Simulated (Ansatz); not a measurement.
I need a geometry optimisation of C4H8BN, SMILES CB(C)C1=NC1. Use Ansatz 0.2.0, Python API. Use: r2SCAN, def2-SVP basis, multiplicity 1.

```xyz
14

C    -1.4541    1.2309   -0.3309
B    -0.3921    0.0494   -0.2834
C    -0.9010   -1.4411   -0.0676
C     1.0910    0.3916    0.0699
N     2.1089    1.3323    0.2789
C     2.3429    0.0067    0.4003
H    -2.2999    0.9485   -0.9915
H    -0.9779    2.1518   -0.7270
H    -1.8362    1.4259    0.6924
H    -0.0866   -2.1567   -0.3051
H    -1.2119   -1.5761    0.9889
H    -1.7652   -1.6425   -0.7339
H     2.9284   -0.4056   -0.4471
H     2.4536   -0.3152    1.4561
```

`opt.py`:
```python
# -*- coding: utf-8 -*-
"""Minimum-energy structure of C4H8BN."""

import ansatz as az
import numpy as np

geometry_ang = [
    ("C", [-1.4541, 1.2309, -0.3309]),
    ("B", [-0.3921, 0.0494, -0.2834]),
    ("C", [-0.901, -1.4411, -0.0676]),
    ("C", [1.091, 0.3916, 0.0699]),
    ("N", [2.1089, 1.3323, 0.2789]),
    ("C", [2.3429, 0.0067, 0.4003]),
    ("H", [-2.2999, 0.9485, -0.9915]),
    ("H", [-0.9779, 2.1518, -0.727]),
    ("H", [-1.8362, 1.4259, 0.6924]),
    ("H", [-0.0866, -2.1567, -0.3051]),
    ("H", [-1.2119, -1.5761, 0.9889]),
    ("H", [-1.7652, -1.6425, -0.7339]),
    ("H", [2.9284, -0.4056, -0.4471]),
    ("H", [2.4536, -0.3152, 1.4561]),
]
geometry = az.Crystal.molecule()
for symbol, xyz in geometry_ang:
    geometry = geometry.atom(symbol, xyz)

job = (
    geometry.calculation()
    .basis(gaussian="def2-SVP")
    .functional("r2scan")
)
symbols = [site.symbol for site in geometry.cartesian_sites]
start = np.array([site.position_ang for site in geometry.cartesian_sites], dtype=float)
r = job.relax(force_tolerance=0.005, max_steps=100).run(threads=1, pin="off").report
end = np.array(r["positions_ang"])

print("reference energy %16.6f eV" % r["reference_energy_ev"])
print("total energy     %16.6f eV" % r["free_energy_ev"])
print("occupied orbitals outside the frozen core (up, down):", r["n_occupied"], " frozen:", r["n_frozen"], " virtual:", r["n_virtual"])

print("final positions (A) and the move of each atom")
for symbol, xyz, old in zip(symbols, end, start):
    print(f"{symbol:2s} {xyz[0]:10.5f} {xyz[1]:10.5f} {xyz[2]:10.5f}   {np.linalg.norm(xyz - old):7.4f}")
```

`python opt.py` gives:
```text
reference energy     -6434.439325 eV
total energy         -6434.439325 eV
occupied orbitals outside the frozen core (up, down): [22, 22]  frozen: 0  virtual: [102, 102]
final positions (A) and the move of each atom
C    -1.35627    1.21338    0.01912    0.3639
B    -0.40334   -0.00292   -0.25392    0.0611
C    -0.94782   -1.44600   -0.54809    0.4828
C     1.12092    0.21721   -0.16276    0.2923
N     2.23049    0.53910   -0.68824    1.2567
C     2.28047    0.16730    0.75885    0.3978
H    -2.34828    0.92005    0.39681    1.3894
H    -1.52615    1.67435   -0.97546    0.7683
H    -0.93104    2.00610    0.65240    1.0759
H    -0.28367   -2.07470   -1.16000    0.8811
H    -1.03761   -1.94981    0.43509    0.6905
H    -1.96140   -1.43879   -0.97890    0.3742
H     2.72797   -0.80255    1.01908    1.5321
H     2.43564    0.97718    1.48602    1.2928
```

Reading the output:
- These settings explore the input space; basis and method may be short of convergence.
- The end point is the stationary point reached from this start; no frequency run checks that it is a minimum, and the basis set is modest.
- Finished in 5.9 min on 1 thread of Arm Neoverse V1, on a shared host, peak memory 0.25 GiB.

(A comment or docstring line of the script was reworded after the run, the code is as it ran; lines on the test bed's own set-up are left out of the output.)
